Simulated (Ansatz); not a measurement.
## C₂H₆OSi, SMILES O[SiH]1CC1: a ladder of methods at one geometry, step by step

With the Python package of Ansatz (0.2.0).

At the Python prompt:
```pycon
>>> from pathlib import Path
>>> import ansatz as az
>>> from ase import Atoms
>>> import numpy as np
>>> atoms = Atoms(["O", "Si", "C", "C", "H", "H", "H", "H", "H", "H"], positions=[
...     [-0.274, 1.5643, -1.2878],
...     [-0.094, 0.9701, 0.1983],
...     [-0.5736, -0.8558, 0.2071],
...     [0.9813, -0.5306, 0.3495],
...     [-0.1506, 1.0095, -2.0657],
...     [-0.8081, 1.6276, 1.3196],
...     [-0.889, -1.2305, -0.7163],
...     [-1.0529, -1.1396, 1.0954],
...     [1.3813, -0.6902, 1.3578],
...     [1.5628, -0.776, -0.4548],
... ])
>>> mol = az.Crystal.molecule_from_ase(atoms)
>>> calculation = mol.calculation().basis(gaussian="cc-pVDZ")
>>> print("functional    E (Ha)        dipole (D)   HOMO (eV)  LUMO (eV)")
functional    E (Ha)        dipole (D)   HOMO (eV)  LUMO (eV)
>>> for name in ["r2scan", "hf", "pbe0", "lc_wpbe", "b3lyp", "blyp"]:
...     rep = calculation.functional(name).forces().orbitals().run(runs_dir="runs").report
...     lines = Path(rep["orbitals_path"]).read_text().splitlines()
...     field_of = lambda key: [line.split("=")[1].strip() for line in lines if line.startswith(key)]
...     orbitals = [(27.211386 * float(e), s, float(n)) for e, s, n in zip(field_of("Ene="), field_of("Spin="), field_of("Occup="))]
...     homo = max(e for e, _, n in orbitals if n > 0.5)
...     lumo = min(e for e, _, n in orbitals if n < 0.5)
...     dipole = 4.803205 * np.linalg.norm(rep["charge_distribution"]["dipole_moment_e_ang"])
...     print(f"{name:10s} {rep['free_energy_ev'] / 27.211386246:14.6f} {dipole:9.3f} {homo:11.3f} {lumo:10.3f}")
...
r2scan        -444.391684     0.837      -4.959     -0.399
hf            -442.988302     0.802      -8.560      3.502
pbe0          -444.205247     0.800      -5.907      0.205
lc_wpbe       -444.316773     0.775      -8.538      2.476
b3lyp         -444.520842     0.805      -5.668     -0.046
blyp          -444.425326     0.843      -4.546     -0.584
```

Reading the output:
- The settings weren't tested for convergence.
- The geometry is a force-field or estimated start, not a minimum of this method, and the basis set is short of its limit. A lower total doesn't mark the better method: functionals have no common bound, and MP2 and coupled cluster aren't variational.
- b3lyp holds the VWN-RPA fit, as in Gaussian; the form of ORCA and Turbomole is b3lyp5.
- Levels such as HOMO and LUMO are orbital energies: with these approximate functionals they aren't the ionisation energy and electron affinity, and their gap isn't the fundamental gap.
- For Al to Cl the sets with a tight d function, cc-pV(X+d)Z, are usual.
- Timing: 17 s on 1 thread of Arm Neoverse V2 (shared host), peak memory 0.25 GiB.
